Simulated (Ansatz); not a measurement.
InSb3 under changes of volume

One of the cells (27.758 Å³/atom); the others are scaled copies at fixed shape and fractional positions:

```
CELL_PARAMETERS angstrom
4.80637 0.00000 0.00000
0.00000 4.80637 0.00000
0.00000 0.00000 4.80637
ATOMIC_POSITIONS crystal
Sb 0.50000 0.50000 0.00000
Sb 0.00000 0.50000 0.50000
Sb 0.50000 0.00000 0.50000
In 0.00000 0.00000 0.00000
```

The cell comes from a database or a generator and needn't be the stable form of this composition.

```yaml
Program: Ansatz 0.2.0
Functional: LDA
Potentials_or_basis: Ansatz PAW
Cutoff: "420 eV (not typed: the program's choice for these potentials)"
k_mesh: 6 × 6 × 6
Occupations: fermi-dirac, width 0.05 eV
Spin: no spin polarisation
```

| volume (Å³/atom) | energy over the lowest point (meV/atom) | pressure (GPa) |
| --- | --- | --- |
| 26.093 | 0.00 | -0.6 |
| 26.648 | 4.37 | -1.9 |
| 27.203 | 12.69 | -2.9 |
| 27.758 | 24.51 | -3.8 |
| 28.313 | 39.36 | -4.6 |
| 28.868 | 56.79 | -5.3 |
| 29.424 | ? | ? |

Q: What does the run at 29.424 Å³/atom give?

A: Energy over the lowest point 76.40 meV/atom; pressure -5.9 GPa.

Worked out: A Birch-Murnaghan fit of order 3 (a polynomial in V^(-2/3)) to the other rows has its minimum at 25.84 Å³/atom, just outside them, with B0 = V·E''(V) = 66 GPa and B' = 5.4. It gives 76.54 meV/atom at 29.424 Å³/atom, against the run's 76.40, and -dE/dV = -6.0 GPa, against -5.9.

Energies are extrapolated to zero smearing.

Caveats: the PAW data sets come from PBE, with cores solved anew for the run's functional, which leaves a small shift of forces and pressure.
